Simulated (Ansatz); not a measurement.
# CH2FNSSi (SMILES FC1=N[SiH2]S1): BHLYP/cc-pVDZ

What is the vertical singlet–triplet gap of CH2FNSSi at BHLYP/cc-pVDZ? 

Program for the calculation: Ansatz 0.2.0.

111 further runs of the same task are left out: 111 set aside as unsound or not needed. Runs told in other sessions of the task aren't counted.

### Step 1. Starting point

CH2FNSSi: 7 atoms, total charge 0, spin state singlet. SMILES: `FC1=N[SiH2]S1`. Geometry: relaxed at PBE0-D4/def2-TZVP.

Bond lengths: F1–C2 1.316 Å, C2–N3 1.264 Å, N3–Si4 1.755 Å, C2–S5 1.779 Å, Si4–S5 2.172 Å, Si4–H6 1.478 Å, Si4–H7 1.478 Å. Some angles: F1–C2–N3 124.1°, F1–C2–S5 117.1°, N3–C2–S5 118.7°, C2–N3–Si4 91.5°, N3–Si4–S5 83.4°, C2–S5–Si4 66.4°, N3–Si4–H6 115.0°, N3–Si4–H7 115.0°, S5–Si4–H6 114.2°, S5–Si4–H7 114.2°.

### Step 2. A single-point energy at BHLYP/cc-pVDZ

in.yaml reads:

```yaml
basis:
  gaussian:
    orbitals: cc-pVDZ
crystal:
  periodic: [false, false, false]
  atoms:
    - {symbol: F, position_ang: [1.147800, -1.939300, 1.137100]}
    - {symbol: C, position_ang: [0.551100, -0.929900, 0.538600]}
    - {symbol: N, position_ang: [-0.672300, -0.915900, 0.221400]}
    - {symbol: Si, position_ang: [-0.525200, 0.696600, -0.454900]}
    - {symbol: S, position_ang: [1.547900, 0.494500, 0.161700]}
    - {symbol: H, position_ang: [-1.272100, 1.746800, 0.268200]}
    - {symbol: H, position_ang: [-0.716300, 0.779100, -1.917900]}
hamiltonian:
  xc: {name: BHLYP}
accuracy: high
output:
  orbitals: {seedname: orbitals}
```

On the command line:

```console
$ ansatz run in.yaml --threads 1 --pin off --max-ram 2610MiB --events-out events.jsonl --progress --plain --runs-dir runs
```

The log of the run:

```text
Warning: RAYON_NUM_THREADS=1 ignored (pool sized by the plan → 1); use --threads N
Functional definition: BHLYP
  name "BHLYP"
  parameter a = 0.5
  exchange = (1 - a)*b88_x + a*exact_x
  correlation = lyp_c
2031 factors; integrals over basis functions are off by at most 3.5e-9 eV
mean field evaluation 1: about -23982.4078 eV, gradient 4.5e1 eV
mean field evaluation 2: about -23979.1725 eV, gradient 5.9e1 eV
mean field evaluation 4: about -23986.3829 eV, gradient 2.5e0 eV
mean field evaluation 8: about -23986.8867 eV, gradient 8.0e-1 eV
mean field evaluation 16: about -23986.8884 eV, gradient 1.5e-4 eV
mean field -23986.88844184 eV, -881.5018913408 hartree, gradient 2.6e-8 eV, S^2 0.000000; 0 other end points of the search recorded, 0 dependent functions left out
reference -23986.88846611 eV, -881.5018922327 hartree; 27, 27 occupied and 61, 61 virtual orbitals, 2031 factors
Total energy: -23986.88846611 eV, -881.5018922327 hartree
```

Run time: 11 s. Hardware: 1 thread of Arm Neoverse V2, shared host; peak memory 0.32 GiB.

### Step 3. The triplet, same level

job.yaml reads:

```yaml
basis:
  gaussian:
    orbitals: cc-pVDZ
crystal:
  periodic: [false, false, false]
  atoms:
    - {symbol: F, position_ang: [1.147800, -1.939300, 1.137100]}
    - {symbol: C, position_ang: [0.551100, -0.929900, 0.538600]}
    - {symbol: "N", position_ang: [-0.672300, -0.915900, 0.221400]}
    - {symbol: Si, position_ang: [-0.525200, 0.696600, -0.454900]}
    - {symbol: S, position_ang: [1.547900, 0.494500, 0.161700]}
    - {symbol: H, position_ang: [-1.272100, 1.746800, 0.268200]}
    - {symbol: H, position_ang: [-0.716300, 0.779100, -1.917900]}
accuracy: high
output:
  orbitals: {seedname: orbitals}
hamiltonian:
  xc: {name: BHLYP}
magnetization:
  spin_polarized: true
  initial_magnetization: 2
```

On the command line:

```console
$ ansatz run job.yaml --threads 1 --pin off --max-ram 2610MiB --events-out events.jsonl --progress --plain --runs-dir runs
```

The log of the run:

```text
Warning: RAYON_NUM_THREADS=1 ignored (pool sized by the plan → 1); use --threads N
Functional definition: BHLYP
  name "BHLYP"
  parameter a = 0.5
  exchange = (1 - a)*b88_x + a*exact_x
  correlation = lyp_c
2031 factors; integrals over basis functions are off by at most 3.5e-9 eV
mean field evaluation 1: about -23975.0883 eV, gradient 3.7e1 eV
mean field evaluation 2: about -23943.0745 eV, gradient 8.1e1 eV
mean field evaluation 4: about -23981.4661 eV, gradient 5.6e0 eV
mean field evaluation 8: about -23981.8589 eV, gradient 5.1e-1 eV
mean field evaluation 16: about -23981.9792 eV, gradient 2.5e-3 eV
mean field evaluation 32: about -23981.9792 eV, gradient 1.2e-5 eV
mean field -23981.97921211 eV, -881.3214804756 hartree, gradient 7.1e-8 eV, S^2 2.017850; 4 other end points of the search recorded, 0 dependent functions left out
reference -23981.97923640 eV, -881.3214813684 hartree; 28, 26 occupied and 60, 62 virtual orbitals, 2031 factors
Total energy: -23981.97923640 eV, -881.3214813684 hartree
```

Run time: 35 s. Hardware: 1 thread of Arm Neoverse V2, shared host; peak memory 0.47 GiB.

### Step 4. Summary of results

At BHLYP/cc-pVDZ:

| quantity | value |
| --- | --- |
| singlet: total energy | -881.50189 Eh |
| singlet: HOMO energy | -8.72 eV |
| singlet: LUMO energy | 0.45 eV |
| singlet: HOMO–LUMO gap | 9.17 eV |
| triplet: total energy | -881.32148 Eh |
| triplet: HOMO energy (highest over α and β) | -4.37 eV |
| triplet: LUMO energy (lowest over α and β) | -4.01 eV |
| triplet: ⟨S²⟩ | 2.018 |
| vertical energy of the triplet above the singlet | 4.909 eV |

What this shows: At this shape the triplet lies 4.91 eV (113 kcal/mol) above the singlet.
